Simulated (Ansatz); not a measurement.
Working through a ladder of methods at one geometry of C2H5NOTe, SMILES C[Te]C(=N)O

Computed with the Ansatz DFT code, driven from Python.

Interactive session:
```pycon
>>> from pathlib import Path
>>> import warnings
>>> import ansatz as az
>>> from ase import Atoms
>>> import numpy as np
>>> warnings.simplefilter("ignore", az.DeckWarning)
>>> atoms = Atoms(["C", "Te", "C", "N", "O", "H", "H", "H", "H", "H"], positions=[
...     (-1.7712, -0.1116, -0.074),
...     (-0.4404, 1.3607, -0.8813),
...     (1.1426, 0.313, -0.0101),
...     (1.8435, -0.6271, -0.6462),
...     (1.5907, 0.6419, 1.2703),
...     (-2.851, 0.2266, -0.3877),
...     (-1.721, -0.0744, 1.0252),
...     (-1.5399, -1.0577, -0.4881),
...     (1.4717, -0.885, -1.5642),
...     (2.3581, 0.1626, 1.759),
... ])
>>> system = az.Crystal.molecule_from_ase(atoms)
>>> setup = system.calculation().basis(gaussian="def2-SVP")
>>> print("functional    E (Ha)        dipole (D)   HOMO (eV)  LUMO (eV)")
functional    E (Ha)        dipole (D)   HOMO (eV)  LUMO (eV)
>>> for name in ["hse06", "revpbe", "cam_b3lyp", "b3lyp"]:
...     summary = setup.functional(name).forces().orbitals().run(runs_dir="runs").report
...     lines = Path(summary["orbitals_path"]).read_text().splitlines()
...     field_of = lambda key: [line.split("=")[1].strip() for line in lines if line.startswith(key)]
...     orbitals = [(27.211386 * float(e), s, float(n)) for e, s, n in zip(field_of("Ene="), field_of("Spin="), field_of("Occup="))]
...     homo = max(e for e, _, n in orbitals if n > 0.5)
...     lumo = min(e for e, _, n in orbitals if n < 0.5)
...     dipole = 4.803205 * np.linalg.norm(summary["charge_distribution"]["dipole_moment_e_ang"])
...     print(f"{name:10s} {summary['free_energy_ev'] / 27.211386246:14.6f} {dipole:9.3f} {homo:11.3f} {lumo:10.3f}")
...
hse06         -476.762165     1.483      -5.634     -1.465
revpbe        -476.992992     1.301      -4.790     -1.812
cam_b3lyp     -476.894921     1.497      -7.266      0.024
b3lyp         -477.088275     1.429      -5.761     -1.266
```

Caveats:
- Total energies depend on the basis set; only differences at equal settings carry meaning.
- The geometry is a force-field or estimated start, not a minimum of this method, and the basis set is short of its limit. A lower total doesn't mark the better method: functionals have no common bound, and MP2 and coupled cluster aren't variational.
- def2 sets replace the cores of elements past krypton by effective core potentials.
- b3lyp holds the VWN-RPA fit, as in Gaussian; the form of ORCA and Turbomole is b3lyp5.
- Levels such as HOMO and LUMO are orbital energies: with these approximate functionals they aren't the ionisation energy and electron affinity, and their gap isn't the fundamental gap.
- hse06 follows the composition of plane-wave codes, whose totals differ by tens of mHa, up to about 0.1 Ha, from the form usual in Gaussian-basis programs (wpbeh).
- Hardware and time: 23 s on 1 thread of Arm Neoverse V1, on a shared host, peak memory 0.34 GiB.

(Lines on the test bed's own set-up are left out of the output.)
